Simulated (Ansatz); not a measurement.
Wanted: the native input for an Ansatz 0.2.0 run.

| Item | Value |
| --- | --- |
| Task | relaxation of cell and atoms |
| Functional | BLYP |
| Potentials or basis | Ansatz PAW |
| Cutoff | 420 eV (not typed: the program's choice for these potentials) |
| k mesh | 7 × 7 × 7 |
| Occupations | fermi-dirac, width 0.05 eV |
| Spin | no spin polarisation |

Crystal: BiTe.

```xyz
2
Lattice="0.0000 3.2350 3.2350 3.2350 0.0000 3.2350 3.2350 3.2350 0.0000" Properties=species:S:1:pos:R:3 pbc="T T T"
Bi    0.0000    0.0000    0.0000
Te    3.2350    3.2350    3.2350
```

One way to write it, as run:

input.yaml

```yaml
crystal:
  lattice:
    - [0.0, 3.235, 3.235]
    - [3.235, 0.0, 3.235]
    - [3.235, 3.235, 0.0]
  atoms:
    - { symbol: Bi, position: [0.0, 0.0, 0.0] }
    - { symbol: Te, position: [0.5, 0.5, 0.5] }
hamiltonian:
  xc: blyp
  pseudopotentials: { kind: paw }
kpoints:
  mp_grid: { grid: [7, 7, 7] }
scf:
  occupations: { method: fermi_dirac, width: 0.05 }
output:
  forces: true
  stress: true
  eigenvalues: true
  write_density: true
  write_potential: true
  elf: true
  volumetric_format: npy
relax:
  f_tol: 0.01
  max_steps: 40
  cell: { stress_tol: 0.05 }
```

Potentials or basis: Ansatz PAW.

The run is started by

```bash
$ ansatz run input.yaml --threads 2 --pin off --max-ram 5632MiB --backend cpu --events-out ev --progress --plain --runs-dir out
```

It gave:

```json
{
  "Relaxed volume": "37.25 Å³/atom",
  "Relaxed cell": "a = 4.723 Å, b = 4.723 Å, c = 4.723 Å, α = 60.00°, β = 60.00°, γ = 60.00°",
  "Space group after relaxing (to 0.05 Å)": "Fm-3m (No. 225)",
  "Energy gained by relaxing": "43.9 meV/atom",
  "Ionic steps": "5",
  "Pressure after relaxing": "0.0 GPa",
  "Band gap on the k mesh": "none (metal or under the smearing width)"
}
```

Caveat: the plane-wave basis is chosen anew once the cell has moved, so the energies of steps on either side of that aren't comparable; spin-orbit coupling is left out, which moves the levels of the heavy elements; the PAW data sets come from PBE, with cores solved anew for the run's functional, which leaves a small shift of forces and pressure.

Run time: 5.8 s on 2 threads of Arm Neoverse V2, on a shared host, peak memory 0.36 GiB.
